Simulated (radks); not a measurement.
# Exchange and kinetic functionals tested on atomic densities: Sb, Cu, Re, Rh⁴⁺, Ga⁺, Mn

Aim: take each self-consistent density and evaluate many functionals on it, against the exact exchange and kinetic energies of the same orbitals. Every spin shell is full or empty, so the densities are truly spherical.

Program: radks (a radial shooting solver on a logarithmic mesh, Libxc functionals) version 1. Level of theory: non-relativistic Kohn-Sham, exchange-only B88, spin-polarised, spherical densities, point nucleus; open shells are filled with parallel spins first. These are calculated values, not measurements, unless marked.

## 1. The system

```
species : Sb ([Kr] 4d10 5s2 5p3), Cu ([Ar] 3d10 4s1), Re ([Xe] 4f14 5d5 6s2), Rh⁴⁺ ([Kr] 4d5), Ga⁺ ([Ar] 3d10 4s2), Mn ([Ar] 3d5 4s2)
```

## 2. Sb, [Kr] 4d10 5s2 5p3

Settings of this run:

```text
Z 51
configuration [Kr] 4d10 5s2 5p3
relativity non-relativistic
functional b88,
spin polarised
nucleus point
```

## 3. Cu, [Ar] 3d10 4s1

Settings of this run:

```text
Z 29
configuration [Ar] 3d10 4s1
relativity non-relativistic
functional b88,
spin polarised
nucleus point
```

## 4. Re, [Xe] 4f14 5d5 6s2

Settings of this run:

```text
Z 75
configuration [Xe] 4f14 5d5 6s2
relativity non-relativistic
functional b88,
spin polarised
nucleus point
```

## 5. Rh⁴⁺, [Kr] 4d5

Settings of this run:

```text
Z 45
configuration [Kr] 4d5
relativity non-relativistic
functional b88,
spin polarised
nucleus point
```

## 6. Ga⁺, [Ar] 3d10 4s2

Settings of this run:

```text
Z 31
configuration [Ar] 3d10 4s2
relativity non-relativistic
functional b88,
spin polarised
nucleus point
```

## 7. Mn, [Ar] 3d5 4s2

Settings of this run:

```text
Z 25
configuration [Ar] 3d5 4s2
relativity non-relativistic
functional b88,
spin polarised
nucleus point
```

Q: Predict the outcome of this session. Wanted: for each run, error in magnitude; Sb; Cu; Re; Rh⁴⁺; Ga⁺; Mn.

The runs gave:

| error in magnitude (%) | Sb | Cu | Re | Rh⁴⁺ | Ga⁺ | Mn |
| --- | --- | --- | --- | --- | --- | --- |
| exchange, LDA | -4.82 | -5.61 | -3.81 | -5.15 | -5.63 | -6.41 |
| exchange, PBEsol | -2.26 | -2.25 | -1.74 | -2.41 | -2.39 | -2.75 |
| exchange, RPBE | -0.24 | +0.39 | -0.11 | -0.26 | +0.16 | +0.14 |
| exchange, WC | -0.86 | -0.58 | -0.53 | -0.95 | -0.76 | -1.01 |
| exchange, AM05 | -4.50 | -5.06 | -3.60 | -4.76 | -5.12 | -5.75 |
| exchange, TPSS | -0.30 | +0.48 | -0.31 | -0.27 | +0.24 | +0.27 |
| exchange, MS2 | -0.59 | +0.10 | -0.56 | -0.57 | -0.13 | -0.01 |
| exchange, Tao-Mo | -0.81 | -0.10 | -0.73 | -0.81 | -0.34 | -0.23 |
| exchange, TASK | -2.23 | -2.39 | -1.81 | -2.29 | -2.44 | -2.72 |
| kinetic, Thomas-Fermi | -5.26 | -6.46 | -4.75 | -5.46 | -6.26 | -6.63 |
| kinetic, TF + vW | +36.02 | +43.47 | +31.46 | +37.64 | +42.54 | +46.08 |
| kinetic, LC94 | +0.07 | -0.15 | -0.02 | +0.08 | -0.08 | -0.02 |
| kinetic, APBEK | +0.12 | -0.06 | +0.01 | +0.14 | +0.01 | +0.08 |
| kinetic, revAPBEK | +0.30 | +0.19 | +0.16 | +0.33 | +0.24 | +0.35 |
| kinetic, Perdew 92 | -0.66 | -0.90 | -0.72 | -0.66 | -0.83 | -0.76 |
| kinetic, Thakkar | -0.57 | -0.58 | -0.79 | -0.52 | -0.54 | -0.39 |
| kinetic, Pearson | -0.91 | -1.35 | -0.89 | -0.94 | -1.25 | -1.34 |
| kinetic, LKT | +19.04 | +23.63 | +16.28 | +20.04 | +23.05 | +25.42 |

In words: Negative means that the magnitude is too small. For exchange the mean absolute error is least for RPBE (0.22 %) and largest for LDA (5.24 %). Among the orbital-free kinetic functionals LC94 (0.07 %) does best and TF + vW (39.53 %) worst. The functionals are evaluated on one density each, not self-consistently.
